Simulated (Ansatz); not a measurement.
# GdBi: the cost of one run

Program: the Python package of Ansatz 0.2.0. The levels of theory stand in the script. These are calculated values, not measurements.

## Step 1: Starting point

Symmetry: Fm-3m, No. 225, cubic system. Conventional cell: a = 6.388 Å, b = 6.388 Å, c = 6.388 Å, α = 90.00°, β = 90.00°, γ = 90.00°. Gd (site symmetry m-3m) is surrounded by 6 Bi at 3.19 Å. Bi (site symmetry m-3m) is surrounded by 6 Gd at 3.19 Å.

The script holds or builds the structure itself.

## Step 2: The code

Contents of run_lattice.py:

```python
"""Relaxed cell of GdBi under several functionals."""

import ansatz as az
import numpy as np

def edges_and_angles(cell):
    cell = np.asarray(cell)
    a, b, c = np.linalg.norm(cell, axis=1)
    cosines = cell[1] @ cell[2] / (b * c), cell[0] @ cell[2] / (a * c), cell[0] @ cell[1] / (a * b)
    return (a, b, c, *np.degrees(np.arccos(cosines)))

structure = (
    az.Lattice.fcc(6.38829749)
    .space_group(225)
    .atom("Gd", [0.0, 0.0, 0.0])
    .atom("Bi", [0.5, 0.0, 0.0])
    .primitive()
    .moments(Gd=4.9)
)

job = (
    structure.calculation()
    .basis(16 * az.Ha)
    .kpoints(spacing=0.19)
    .occupations("fermi_dirac", width=0.1)
    .spin("collinear")
    .relax(cell=True, force_tolerance=0.005)
)

levels = [("pbesol", "d3bj"), ("pbesol", "none"), ("blyp", "d3bj")]
print("level            a       b       c    alpha   beta  gamma  V/atom  steps")
for name, dispersion in levels:
    seen = []
    run = job.functional(name, dispersion=dispersion).session().plan()
    outcome = run.execute(on_event=lambda e: seen.append(e) if e["event"] == "relax_step" else None)
    cell = outcome.lattice.cell_ang
    label = name if dispersion == "none" else f"{name}+{dispersion}"
    print("{:13s} {:7.4f} {:7.4f} {:7.4f} {:6.2f} {:6.2f} {:6.2f}".format(label, *edges_and_angles(cell)), f"{abs(np.linalg.det(cell)) / len(outcome.lattice.sites):7.3f} {len(seen):5d}")
```

## Step 3: The calls as engine input

The engine receives this input (first run):

```yaml
crystal:
  lattice:
    bravais: fcc
    a: 6.38829749
  space_group: 225
  atoms:
    - { symbol: Gd, position: [0.0, 0.0, 0.0] }
    - { symbol: Bi, position: [0.5, 0.0, 0.0] }
  reduce_to_primitive: true
basis:
  ecutwfc: 435.382179935808
kpoints:
  mp_grid:
    kspacing: 0.19
hamiltonian:
  xc: pbesol
  dispersion: d3bj
magnetization:
  spin_polarized: true
  per_species:
    Gd: 4.9
scf:
  occupations:
    method: fermi_dirac
    width: 0.1
relax:
  f_tol: 0.005
  cell: {}
```

## Step 4: The run

Run with:

```sh
> python run_lattice.py
```

What time and memory should one allow on 1 thread of Arm Neoverse V1, shared host?

About 1.8 min, with a peak of 0.54 GiB.
